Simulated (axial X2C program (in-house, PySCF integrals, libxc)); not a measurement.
**VH: the levels of the configuration d4 s0 p(π)0**

Aim: the spin–orbit levels of VH that arise from the configuration d4 s0 p(π)0 of V, and how they move with the bond.

Computed with an in-house X2C program for linear molecules on PySCF integrals. Level: two-component X2C, average-of-configuration Hartree–Fock and CI in the open shells.

All values are calculated.

## (1) Input

Input file task.json:

```json
{"zs": [23, 1], "q": 0, "bas": ["dyall-v3z", "dyall-v3z"], "r0": 1.66, "metal": 0, "shells": [[2, [0, 1, 2], 4], [0, [0], 0], [1, [1], 0]], "fix": 0, "emax": 3.2, "nroots": 4}
```

Keys: zs atomic numbers; q charge; bas basis sets; r0 starting distance in Å; metal index of the metal atom; shells open shells as [l, |m| values, electrons]; fix electron count of the first shell held; emax energy window in eV; nroots roots for each Ω.

Launch:

```sh
> python soci.py task.json out
```

Two-component X2C with atomic mean-field Coulomb and Gaunt terms, basis V dyall-v3z, H dyall-v3z (cores contracted in-house). Orbitals come from Hartree–Fock averaged over the configuration V d4 s0 p(π)0; CI then distributes these electrons over the d, s, p(π) shells of V.

## (2) CI at R = 1.773 Å

Before running it: what results should come out? Wanted: lowest level of the model; next level; lowest curve, Re and ωe.

**Answer**, as computed:

| quantity | value |
| --- | --- |
| lowest level of the model | Ω = 0, g∥ = 0.00, 100% d4 |
| next level | Ω = 0, 0 cm⁻¹ higher |
| lowest curve, Re and ωe | 1.737 Å, 1692.2 cm⁻¹ |

What this shows: From 1.773 to 2.092 Å the gap from the lowest to the fifth level goes from 212 to 205 cm⁻¹. Without dynamic correlation distances can be off by several hundredths of an Å, and the wavenumbers are rough. Dynamic correlation is missing, so gaps between terms are too wide and other configurations may lie lower; the lowest level listed is that of this model, not necessarily the ground state. For d shells the ligand-field splittings (σ, π, δ) and their order can be off by a thousand cm⁻¹ or more. At most 4 roots were kept for each Ω > 0 (twice that for Ω = 0) within 3.2 eV of the lowest, so higher up levels can be missing between those listed; levels with Ω > 0 are doubly degenerate and listed once, Ω = 0 levels singly. Some active spinors are only partly of the character that their shell is named for, so the shell names and counts are nominal. States that fill the shells left empty in the average are placed too high.
